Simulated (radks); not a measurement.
# Polarisabilities and dispersion coefficients of Sc, Sc⁺, Sc²⁺ and others

Aim: static dipole polarisabilities and C6 coefficients, each species in its NIST ground configuration. After each ground state the linear response is solved; its values go to the run's result record, not to the log. Response by self-consistent Sternheimer equations with the Hartree and adiabatic LDA kernel.

The numbers are computed with radks (a radial shooting solver on a logarithmic mesh, Libxc functionals) version 1 (non-relativistic Kohn-Sham, LB94 model potential, spin-unpolarised, spherical densities, point nucleus), except any that are marked as measured or tabulated.

## Step 1: What is computed

- species: Sc ([Ar] 3d1 4s2), Sc⁺ ([Ar] 3d1 4s1), Sc²⁺ ([Ar] 3d1), Sc³⁺ ([Ar]), Sc⁴⁺ ([Ne] 3s2 3p5), Sc⁵⁺ ([Ne] 3s2 3p4), Sc⁶⁺ ([Ne] 3s2 3p3)

LB94 adds a gradient term to the LDA potential that gives it a −1/r tail. It is a model potential with no energy functional, so Etot and Exc are not given.

## Step 2: Sc, [Ar] 3d1 4s2

The run's settings:

```text
Z 21
configuration [Ar] 3d1 4s2
relativity non-relativistic
functional lda,pw
model_potential LB94
spin unpolarised
nucleus point
response adiabatic LDA kernel
```

## Step 3: Sc⁺, [Ar] 3d1 4s1

Input: that of step 2 with these lines changed.

```diff
@@ -1,3 +1,3 @@
 Z 21
-configuration [Ar] 3d1 4s2
+configuration [Ar] 3d1 4s1
 relativity non-relativistic
```

## Step 4: Sc²⁺, [Ar] 3d1

Input: that of step 3 with these lines changed.

```diff
@@ -1,3 +1,3 @@
 Z 21
-configuration [Ar] 3d1 4s1
+configuration [Ar] 3d1
 relativity non-relativistic
```

## Step 5: Sc³⁺, [Ar]

Input: that of step 4 with these lines changed.

```diff
@@ -1,3 +1,3 @@
 Z 21
-configuration [Ar] 3d1
+configuration [Ar]
 relativity non-relativistic
```

## Step 6: Sc⁴⁺, [Ne] 3s2 3p5

Input: that of step 5 with these lines changed.

```diff
@@ -1,3 +1,3 @@
 Z 21
-configuration [Ar]
+configuration [Ne] 3s2 3p5
 relativity non-relativistic
```

## Step 7: Sc⁵⁺, [Ne] 3s2 3p4

Input: that of step 6 with these lines changed.

```diff
@@ -1,3 +1,3 @@
 Z 21
-configuration [Ne] 3s2 3p5
+configuration [Ne] 3s2 3p4
 relativity non-relativistic
```

## Step 8: Sc⁶⁺, [Ne] 3s2 3p3

Input: that of step 7 with these lines changed.

```diff
@@ -1,3 +1,3 @@
 Z 21
-configuration [Ne] 3s2 3p4
+configuration [Ne] 3s2 3p3
 relativity non-relativistic
```

What does the calculation give? Wanted: for each run, species; −ε(HOMO); α; α uncoupled; C6; C8; recommended α.

The runs gave:

```csv
species,−ε(HOMO) (eV),α (bohr³),α uncoupled (bohr³),C6 (hartree bohr⁶),C8 (hartree bohr⁸),recommended α (bohr³)
Sc,7.074,97.92,180.8,1095,-,97
Sc⁺,13.674,42.10,59.19,245.7,-,-
Sc²⁺,25.665,4.232,5.821,13.14,-,-
Sc³⁺,72.681,2.212,3.518,5.923,59.41,-
Sc⁴⁺,91.827,1.773,2.883,3.902,-,-
Sc⁵⁺,112.08,1.465,2.428,2.630,-,-
Sc⁶⁺,133.38,1.241,2.088,1.805,-,-
```

What this shows: Uncoupled leaves out the potential induced by the response; C6 and C8 are for like pairs. Sc is the most polarisable and Sc⁶⁺ the least, a factor 78.9 apart. For the pair Sc–Sc⁶⁺ the Casimir-Polder integral gives C6 = 27.58, the rule 2·Ca·Cb/(Ca·αb/αa + Cb·αa/αb) on the like-pair values 25.29. Against the recommended values (Schwerdtfeger and Nagle, 2023 table) the misses are Sc +1 %. C8 is given only where no p, d or f shell is open. For heavy and open-shell atoms this level can miss by tens of per cent.
